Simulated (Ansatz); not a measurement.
SrCa3 and its free atoms, a cohesive energy from free atoms

With the Ansatz DFT code, driven from Python.

Run as a notebook:

In [1]:
```python
from collections import Counter
import warnings

import ansatz as az
```

In [2]:
```python
CUTOFF_EV = 450
XC = "LDA"
KSPACING = 0.27
OCCUPATIONS = "gaussian"
SIGMA = 0.02
```

In [3]:
```python
PHASES = {
    "SrCa3": (
        [[0.0, 4.51788, 4.51788], [4.51788, 0.0, 4.51788], [4.51788, 4.51788, 0.0]],
        [
            ("Sr", [0.0, 0.0, 0.0]),
            ("Ca", [0.25, 0.25, 0.25]),
            ("Ca", [0.75, 0.75, 0.75]),
            ("Ca", [0.5, 0.5, 0.5]),
        ],
    ),
}
```

In [4]:
```python
def build(vectors, sites):
    crystal = az.Crystal(lattice=az.Lattice.of(vectors))
    for symbol, position in sites:
        crystal = crystal.atom(symbol, position)
    return crystal


def counts(outcome):
    return Counter(site.symbol for site in outcome.lattice.sites)
```

In [5]:
```python
UNPAIRED = {"Sr": 0, "Ca": 0}  # unpaired electrons of the free atoms


def compute(name, crystal):
    calc = crystal.calculation()
    calc = calc.basis(CUTOFF_EV)
    calc = calc.functional(XC)
    calc = calc.kpoints(spacing=KSPACING).occupations(OCCUPATIONS, width=SIGMA)
    if name.endswith(" atom"):
        calc = calc.kpoints(1, 1, 1).occupations("fermi_dirac", width=0.01)
        if UNPAIRED[name.split()[0]]:
            calc = calc.spin("collinear")
        return calc.run(threads=1, backend="cpu")
    calc = calc.relax(force_tolerance=0.03, max_steps=40, cell=True)
    return calc.run(threads=1, backend="cpu")

warnings.simplefilter("ignore", az.DeckWarning)
```

In [6]:
```python
phases = {name: build(*cell) for name, cell in PHASES.items()}
# a box with unlike edges lets an open shell break the spherical symmetry
for element, moment in UNPAIRED.items():
    phases[f"{element} atom"] = az.Lattice.orthorhombic(10.0, 10.5, 11.0).atom(element, (0.5, 0.5, 0.5), moment=moment or None)

done = {name: compute(name, crystal) for name, crystal in phases.items()}
```

In [7]:
```python
print({element: round(done[f"{element} atom"].report["magnetization_mub"], 2) for element in UNPAIRED}, "muB on the free atoms")
solid = done["SrCa3"]
n = counts(solid)
binding = (sum(k * done[f"{e} atom"].report["energy_sigma0_ev"] for e, k in n.items()) - solid.report["energy_sigma0_ev"]) / sum(n.values())
print(f"cohesive energy {binding:.3f} eV/atom = {96.4853 * binding:.0f} kJ/mol of atoms (no zero-point energy)")
```
```text
{'Sr': 0.0, 'Ca': 0.0} muB on the free atoms
cohesive energy 2.076 eV/atom = 200 kJ/mol of atoms (no zero-point energy)
```

Other magnetic orders than the one started from may lie lower. For the metals among these phases the mesh is modest: differences between phases can be off by up to 40 meV an atom. The cells come from databases of deposited and of computed structures, and not all need be stable phases. Free atoms in a box carry small image and symmetry errors, and spin-orbit coupling is left out. Run time: 15 s on 1 thread of Arm Neoverse V1, with other jobs on the host, peak memory 0.6 GiB.
